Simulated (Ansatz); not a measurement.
**AgF: small, medium and large basis sets**

One table from this session's results is given with a row withheld; the runs are named, their logs left out.

Program: Ansatz 0.2.0, Gaussian basis. Level of theory: one geometry, several basis sets. These are calculated values, not measurements.

The runs, in order: PBE0-D4/def2-SVP; ωB97M-V/def2-SVP; PBE0-D4/def2-QZVPP; ωB97M-V/def2-QZVPP; the functionals' def2-TZVPP values are taken from earlier runs.

## The geometry

An earlier PBE0-D4 in a triple-zeta def2 set relaxation fixed the geometry. Ag takes the def2 core potential; no spin-orbit term is included.

SMILES `[F][Ag]`, 2 atoms, charge 0, spin multiplicity 1.

Atoms are counted from 1 here; the program's logs count them from 0.

Bond lengths: F1–Ag2 1.986 Å.

The first run:

Contents of in.yaml:

```yaml
crystal:
  periodic: [false, false, false]
  atoms:
    - {symbol: F, position_ang: [0.859954, -0.334270, 0.425576]}
    - {symbol: Ag, position_ang: [-0.830454, 0.274070, -0.421476]}
basis:
  gaussian: {orbitals: def2-SVP}
hamiltonian: {xc: pbe0, dispersion: d4}
output: {orbitals: {seedname: orbitals}}
```

Among the steps run: PBE0-D4 in def2-SVP; ωB97M-V in def2-SVP; PBE0-D4 in def2-QZVPP; ωB97M-V in def2-QZVPP.

One of the session's tables, all rows but one given; the rest of the session is left out.

It belongs to the step «Functionals by basis». 

| functional | basis | HOMO (eV) | LUMO (eV) |
| --- | --- | --- | --- |
| PBE0-D4 | def2-SVP | -7.73 | -3.08 |
| PBE0-D4 | def2-TZVPP | -7.97 | -3.19 |
| PBE0-D4 | def2-QZVPP | -8.03 | -3.20 |
| ωB97M-V | def2-SVP | -10.04 | -1.38 |
| ωB97M-V | def2-TZVPP | ? | ? |
| ωB97M-V | def2-QZVPP | -10.43 | -1.51 |

**Question.** Estimate the row for ωB97M-V, def2-TZVPP.

The run gave: HOMO (eV): -10.34; LUMO (eV): -1.48. In the column «HOMO (eV)» it lies between ωB97M-V, def2-QZVPP (-10.43) and ωB97M-V, def2-SVP (-10.04).
